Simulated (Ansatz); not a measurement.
Wanted: the native input for an Ansatz 0.2.0 run.

```yaml
Task: phonons
Functional: PBEsol
Potentials_or_basis: Ansatz PAW
Cutoff: "420 eV (not typed: the program's choice for these potentials)"
k_mesh: 8 × 8 × 8
Occupations: fermi-dirac, width 0.05 eV
Spin: no spin polarisation
q_mesh: 2 × 2 × 2
Path: "[[\"G\", \"X\", \"W\", \"K\", \"G\", \"L\", \"U\", \"W\", \"L\", \"K\"], [\"U\", \"X\"]]"
Points_for_each_segment_of_the_path: 8
```

GaGe:

```
Ge Ga
1.0
     0.00000    2.89784    2.89784
     2.89784    0.00000    2.89784
     2.89784    2.89784    0.00000
Ge Ga
1 1
Direct
  0.00000 0.00000 0.00000
  0.25000 0.25000 0.25000
```

The cell comes from a database or a generator and needn't be the stable form of this composition.

These files were run (other wordings do the same):

input.yaml

```yaml
crystal:
  lattice:
    - [0.0, 2.897844, 2.897844]
    - [2.897844, 0.0, 2.897844]
    - [2.897844, 2.897844, 0.0]
  atoms:
    - { symbol: Ge, position: [0.0, 0.0, 0.0] }
    - { symbol: Ga, position: [0.25, 0.25, 0.25] }
hamiltonian:
  xc: pbesol
  pseudopotentials: { kind: paw }
kpoints:
  mp_grid: { grid: [8, 8, 8] }
scf:
  occupations: { method: fermi_dirac, width: 0.05 }
phonons:
  method: dfpt
  qmesh: [2, 2, 2]
  temperatures: { t_max: 1000, t_step: 100 }
  qpath:
    path:
      - [[0.0, 0.0, 0.0], [0.5, 0.0, 0.5], [0.5, 0.25, 0.75], [0.375, 0.375, 0.75], [0.0, 0.0, 0.0], [0.5, 0.5, 0.5], [0.625, 0.25, 0.625], [0.5, 0.25, 0.75], [0.5, 0.5, 0.5], [0.375, 0.375, 0.75]]
      - [[0.625, 0.25, 0.625], [0.5, 0.0, 0.5]]
    npoints: 8
```

Potentials or basis: Ansatz PAW.

Launch:

```bash
$ ansatz run input.yaml --threads 2 --pin off --max-ram 5632MiB --backend cpu --events-out ev --progress --plain --runs-dir out
```

Results of the run:

```yaml
Band_gap_on_the_k_mesh: none (metal or under the smearing width)
Highest_phonon_frequency: 201 cm⁻¹
```

Caveat: the q mesh is small, so phonon branches between its points and thermal values are rough.

Run time: 28 s on 2 threads of Intel(R) Xeon(R) Platinum 8375C CPU @ 2.90GHz (Ice Lake), on a shared host, peak memory 0.71 GiB.
